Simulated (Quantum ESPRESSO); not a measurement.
# Hf in Quantum ESPRESSO: work function with PBE

Aim: the work function of Hf with PBE.

Everything below comes from runs of Quantum ESPRESSO 7.5. Logs are shortened: lines on timing, memory, paths and dates and some standing lists are left out, and cuts for length are marked.

## 1. The sheet as given

The cell holds a sheet with vacuum, 1 atom: a = 2.779 Å, b = 2.779 Å, c = 23.800 Å, α = 90.00°, β = 90.00°, γ = 90.00°.

The cell was built by a generator and needn't be a form met in nature.

## 2. Work function, PBE

pw.in reads:

```
&CONTROL
  calculation = 'scf'
  prefix = 'pwscf'
  outdir = './tmp'
  pseudo_dir = './pseudo'
  tprnfor = .true.
  disk_io = 'low'
/
&SYSTEM
  ibrav = 0
  celldm(1) = 8
  nat = 1
  ntyp = 1
  ecutwfc = 58
  nbnd = 12
  occupations = 'smearing'
  smearing = 'fd'
  degauss = 0.00367493
/
&ELECTRONS
  conv_thr = 1d-09
  electron_maxstep = 150
  mixing_beta = 0.3
  mixing_mode = 'local-TF'
/
ATOMIC_SPECIES
Hf   178.4900 Hf.upf
CELL_PARAMETERS alat
  0.6563869207581   0.0000000000000   0.0000000000000
  0.0000000000000   0.6563869207581   0.0000000000000
  0.0000000000000   0.0000000000000   5.6219352207617
ATOMIC_POSITIONS crystal
Hf     0.0000000000    0.0000000000    0.2941200000
K_POINTS automatic
10 10 1 0 0 0
```

pp_density.in reads:

```
&INPUTPP
  prefix = 'pwscf'
  outdir = './tmp'
  filplot = 'density.dat'
  plot_num = 0
/
&PLOT
  nfile = 1
  filepp(1) = 'density.dat'
  iflag = 3
  output_format = 6
  fileout = 'density.cube'
/
```

pp_potential.in reads:

```
&INPUTPP
  prefix = 'pwscf'
  outdir = './tmp'
  filplot = 'potential.dat'
  plot_num = 11
/
&PLOT
  nfile = 1
  filepp(1) = 'potential.dat'
  iflag = 3
  output_format = 6
  fileout = 'potential.cube'
/
```

pp_elf.in reads:

```
&INPUTPP
  prefix = 'pwscf'
  outdir = './tmp'
  filplot = 'elf.dat'
  plot_num = 8
/
&PLOT
  nfile = 1
  filepp(1) = 'elf.dat'
  iflag = 3
  output_format = 6
  fileout = 'elf.cube'
/
```

Potentials or basis: PseudoDojo 0.4.1 SR PBE standard.

Run with:

```console
> OMP_NUM_THREADS=1 pw.x -in pw.in > pw.out
> OMP_NUM_THREADS=1 pp.x -in pp_density.in > pp_density.out
> OMP_NUM_THREADS=1 pp.x -in pp_potential.in > pp_potential.out
> OMP_NUM_THREADS=1 pp.x -in pp_elf.in > pp_elf.out
```

pw.out:

```text
This program is part of the open-source Quantum ESPRESSO suite
     for quantum simulation of materials; please cite
[... 9 lines left out ...]
     --------------------
     sticks:   dense  smooth     PW     G-vecs:    dense   smooth      PW
     Sum         509     509    161                74039    74039   12521

     Using Slab Decomposition

     bravais-lattice index     =            0
     lattice parameter (alat)  =       8.0000  a.u.
     unit-cell volume          =    1240.1540 (a.u.)^3
     number of atoms/cell      =            1
     number of atomic types    =            1
     number of electrons       =        12.00
     number of Kohn-Sham states=           12
     kinetic-energy cutoff     =      58.0000  Ry
     charge density cutoff     =     232.0000  Ry
     scf convergence threshold =      1.0E-09
     mixing beta               =       0.3000
     number of iterations used =            8  local-TF  mixing
     Exchange-correlation= PBE
                           (   1   4   3   4   0   0   0)

     celldm(1)=   8.000000  celldm(2)=   0.000000  celldm(3)=   0.000000
     celldm(4)=   0.000000  celldm(5)=   0.000000  celldm(6)=   0.000000

     crystal axes: (cart. coord. in units of alat)
               a(1) = (   0.656387   0.000000   0.000000 )
               a(2) = (   0.000000   0.656387   0.000000 )
               a(3) = (   0.000000   0.000000   5.621935 )

     reciprocal axes: (cart. coord. in units 2 pi/alat)
               b(1) = (  1.523492  0.000000  0.000000 )
               b(2) = (  0.000000  1.523492  0.000000 )
               b(3) = (  0.000000  0.000000  0.177875 )

     PseudoPot. # 1 for Hf read from file:
     Hf.upf
     Pseudo is Norm-conserving + core correction, Zval = 12.0
     Generated using ONCVPSP code by D. R. Hamann
     Using radial grid of 1656 points,  8 beta functions with:
                l(1) =   0
                l(2) =   0
                l(3) =   1
                l(4) =   1
                l(5) =   2
                l(6) =   2
                l(7) =   3
                l(8) =   3

     atomic species   valence    mass     pseudopotential
     Hf               12.00   178.49000     Hf( 1.00)

      8 Sym. Ops. (no inversion) found

   Cartesian axes

     site n.     atom                  positions (alat units)
         1        Hf     tau(   1) = (   0.0000000   0.0000000   1.6535236  )

     number of k points=    21  Fermi-Dirac smearing, width (Ry)=  0.0037
                       cart. coord. in units 2pi/alat
        k(    1) = (   0.0000000   0.0000000   0.0000000), wk =   0.0200000
        k(    2) = (   0.0000000   0.1523492   0.0000000), wk =   0.0800000
        k(    3) = (   0.0000000   0.3046983   0.0000000), wk =   0.0800000
        k(    4) = (   0.0000000   0.4570475   0.0000000), wk =   0.0800000
        k(    5) = (   0.0000000   0.6093967   0.0000000), wk =   0.0800000
        k(    6) = (   0.0000000  -0.7617458   0.0000000), wk =   0.0400000
[... 13 lines left out ...]
        k(   20) = (   0.6093967  -0.7617458   0.0000000), wk =   0.0800000
        k(   21) = (  -0.7617458  -0.7617458   0.0000000), wk =   0.0200000

     Dense  grid:    74039 G-vectors     FFT dimensions: (  25,  25, 225)

     Initial potential from superposition of free atoms

     starting charge      11.9981, renormalised to      12.0000

     negative rho (up, down):  4.840E-05 0.000E+00
     Starting wfcs are   10 randomized atomic wfcs +    2 random wfcs

     Self-consistent Calculation

     iteration #  1     ecut=    58.00 Ry     beta= 0.30
     Davidson diagonalization with overlap
     ethr =  1.00E-02,  avg # of iterations =  7.3

     total energy              =    -112.66443201 Ry
     estimated scf accuracy    <       0.13434409 Ry
[... 71 lines left out ...]
     total energy              =    -112.64658612 Ry
     estimated scf accuracy    <       0.00049696 Ry

     iteration # 11     ecut=    58.00 Ry     beta= 0.30
     Davidson diagonalization with overlap
     c_bands:  1 eigenvalues not converged
     ethr =  1.63E-06,  avg # of iterations =  5.7

     negative rho (up, down):  9.205E-04 0.000E+00

     total energy              =    -112.64667335 Ry
     estimated scf accuracy    <       0.00005269 Ry
[... 46 lines left out ...]
     iteration # 17     ecut=    58.00 Ry     beta= 0.30
     Davidson diagonalization with overlap
     ethr =  4.25E-11,  avg # of iterations =  3.3

     End of self-consistent calculation

          k = 0.0000 0.0000 0.0000 (  9245 PWs)   bands (ev):

   -63.9949 -32.8434 -31.9046 -31.9046  -7.1448  -3.4687  -2.2300  -1.6656
     2.0359   2.2703   2.5383   3.2815
[... 18 lines left out ...]
   -63.9025 -33.1312 -32.6988 -31.7932  -4.0678  -2.9867  -0.9914   0.2335
     1.8535   2.7327   3.6247   4.8816

          k = 0.0000-0.7617 0.0000 (  9304 PWs)   bands (ev):

   -63.8927 -33.2494 -32.6832 -31.7812  -3.6925  -3.1853  -0.2609  -0.1904
     1.5864   3.2542   3.6994   6.0589

          k = 0.1523 0.1523 0.0000 (  9249 PWs)   bands (ev):
[... 16 lines left out ...]
   -63.8931 -33.1140 -32.6848 -31.9263  -3.5961  -2.8643  -1.0429  -0.1627
     1.9633   2.1929   3.9172   5.0969

          k = 0.1523-0.7617 0.0000 (  9256 PWs)   bands (ev):

   -63.8832 -33.2316 -32.6694 -31.9136  -3.1238  -3.0586  -1.0799  -0.1153
     2.1510   2.1956   4.4938   6.2161

          k = 0.3047 0.3047 0.0000 (  9261 PWs)   bands (ev):
[... 11 lines left out ...]
   -63.8682 -33.0684 -32.6481 -32.2631  -2.9234  -2.5207  -1.1150   0.0231
     0.6575   2.7131   4.4986   5.6853

          k = 0.3047-0.7617 0.0000 (  9236 PWs)   bands (ev):

   -63.8585 -33.1846 -32.6329 -32.2487  -2.7008  -2.4931  -1.5417   0.3281
     0.7578   3.0670   5.3655   6.6465

          k = 0.4570 0.4570 0.0000 (  9247 PWs)   bands (ev):
[... 6 lines left out ...]
   -63.8374 -33.0114 -32.6586 -32.6021  -3.5834  -2.0426  -0.4981   0.0836
     1.3372   3.2188   5.3567   6.5912

          k = 0.4570-0.7617 0.0000 (  9226 PWs)   bands (ev):

   -63.8277 -33.1258 -32.6424 -32.5873  -3.7156  -2.1909  -0.4311   0.3427
     1.4227   3.9576   6.3926   7.1056

          k = 0.6094 0.6094 0.0000 (  9167 PWs)   bands (ev):

   -63.8123 -32.9708 -32.9575 -32.5645  -4.2676  -1.6650  -1.1801   0.8483
     3.5977   3.6626   6.3875   7.8292

          k = 0.6094-0.7617 0.0000 (  9198 PWs)   bands (ev):

   -63.8027 -33.0775 -32.9461 -32.5501  -4.5188  -1.6983  -1.2120   1.1529
     3.8042   4.7990   6.9856   7.6177

          k =-0.7617-0.7617 0.0000 (  9196 PWs)   bands (ev):

   -63.7931 -33.0590 -33.0590 -32.5358  -4.7972  -1.4828  -1.4828   1.4232
     5.2017   5.2017   6.7339   8.0436

     the Fermi energy is    -1.9001 ev

!    total energy              =    -112.64668291 Ry
     estimated scf accuracy    <          5.5E-10 Ry
     smearing contrib. (-TS)   =      -0.00157720 Ry
     internal energy E=F+TS    =    -112.64510570 Ry

     The total energy is F=E-TS. E is the sum of the following terms:
     one-electron contribution =    -439.83902128 Ry
     hartree contribution      =     216.60240821 Ry
     xc contribution           =     -28.41360745 Ry
     ewald contribution        =     139.00511481 Ry

     convergence has been achieved in  17 iterations

     Forces acting on atoms (cartesian axes, Ry/au):

     atom    1 type  1   force =     0.00000000    0.00000000    0.00000000

     Total force =     0.000000     Total SCF correction =     0.000080

=------------------------------------------------------------------------------=
   JOB DONE.
=------------------------------------------------------------------------------=
```

pp_potential.out:

```text
This program is part of the open-source Quantum ESPRESSO suite
     for quantum simulation of materials; please cite
         "P. Giannozzi et al., J. Phys.:Condens. Matter 21 395502 (2009);
         "P. Giannozzi et al., J. Phys.:Condens. Matter 29 465901 (2017);
         "P. Giannozzi et al., J. Chem. Phys. 152 154105 (2020);
     in publications or presentations arising from this work. More details at

     IMPORTANT: XC functional enforced from input :
     Exchange-correlation= PBE
                           (   1   4   3   4   0   0   0)
     Any further DFT definition will be discarded
     Please, verify this is what you really want

     G-vector sticks info
     --------------------
     sticks:   dense  smooth     PW     G-vecs:    dense   smooth      PW
     Sum         509     509    161                74039    74039   12521

     Using Slab Decomposition

     Calling punch_plot, plot_num =  11
     Writing data to file  potential.dat
     Reading data from file  potential.dat

     Writing data to be plotted to file potential.cube
     Plot Type: 3D                     Output format: Gaussian cube

=------------------------------------------------------------------------------=
   JOB DONE.
=------------------------------------------------------------------------------=
```

It took 55 s on 1 thread of Arm Neoverse V1, shared host; peak memory 0.14 GiB.

Results:

| Property | Result |
| --- | --- |
| Free energy | -1532.6362 eV |
| Band gap on the k mesh | none (metal or under the smearing width) |
| Work function of the upper face | 4.28 eV |
| Work function of the lower face | 4.28 eV |
